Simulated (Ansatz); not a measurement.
# GaSiO+ (quintet): the correlation ladder, cc-pVDZ

An exercise on one series of results from a longer session: the logs are not shown, and one member is left open.

Computed with Ansatz 0.2.0, Gaussian basis. Level: cc-pVDZ, core rule «outside noble gas», up to 20 orbitals frozen.

Plan: UHF; CCSD(T) on ROHF; CCSD(T) on UHF; BCCD(T) on ROHF; CISD; CCSDT(Q) on ROHF; CCSDT(Q) on UHF.

47 further runs of the same task are left out: 7 for a known fault of the program, 29 that didn't finish, 11 set aside as unsound or not needed.

### The system

The geometry is a PBE0/def2-TZVP stationary point (not a proven minimum) of the parent state, kept for this charge and spin. No spin-orbit coupling is included. The filled d shell of Ga may be among the frozen orbitals whatever the setting's name suggests; the logs give the count.

3 atoms, charge 1, spin multiplicity 5.

Atoms are counted from 1 here; the program's logs count them from 0.

Bond lengths: O1–Ga2 1.670 Å, Ga2–Si3 2.328 Å. Angles: O1–Ga2–Si3 180.0°.

Set-up of the first run:

Contents of in.yaml:

```yaml
crystal:
  periodic: [false, false, false]
  atoms:
    - {symbol: O, position_ang: [0.000000, 0.000000, -1.889360]}
    - {symbol: Ga, position_ang: [0.000000, 0.000000, -0.219260]}
    - {symbol: Si, position_ang: [0.000000, 0.000000, 2.108620]}
basis:
  gaussian: {orbitals: cc-pVDZ}
total_charge: 1
magnetization: {spin_polarized: true, initial_magnetization: 4}
hamiltonian: {xc: hf}
output: {orbitals: {seedname: orbitals}}
```

On the command line:

```sh
$ ansatz run in.yaml --threads 1 --pin off --events-out ev --progress --plain --max-ram 2393MiB
```

Steps of the session up to this table: UHF; CCSD(T) on ROHF; CCSD(T) on UHF; BCCD(T) on ROHF; CISD; CCSDT(Q) on ROHF; CCSDT(Q) on UHF.

One table of the session follows, with a row left open; its other results are not shown here.

It belongs to the step «Misses and costs». 

```
   method  from UCCSDT(Q) (kcal/mol)
     ROHF                    +165.17
      UHF                    +161.57
     RMP2                     +25.61
     UMP2                     +25.50
    RCCSD                      +6.54
    UCCSD                      +6.40
 RCCSD(T)                          ?
 UCCSD(T)                      +1.58
  BCCD(T)                      +1.60
   RCCSDT                      +0.57
   UCCSDT                      +0.49
RCCSDT(Q)                      +0.15
UCCSDT(Q)                          0
```

**Question.** Estimate the row for RCCSD(T).

As computed: from UCCSDT(Q) (kcal/mol): +1.64. In the column «from UCCSDT(Q) (kcal/mol)» it lies between BCCD(T) (+1.60) and UCCSD (+6.40).

Not comparable, so not listed: CISD (they don't share determinant, frozen orbitals or solution with the rows shown, or repeat one).

Caveats from the session: Restricted and unrestricted rows rest on different reference determinants; where their highest levels disagree by more than a few hundredths of an eV, they describe different states and don't form one ladder.
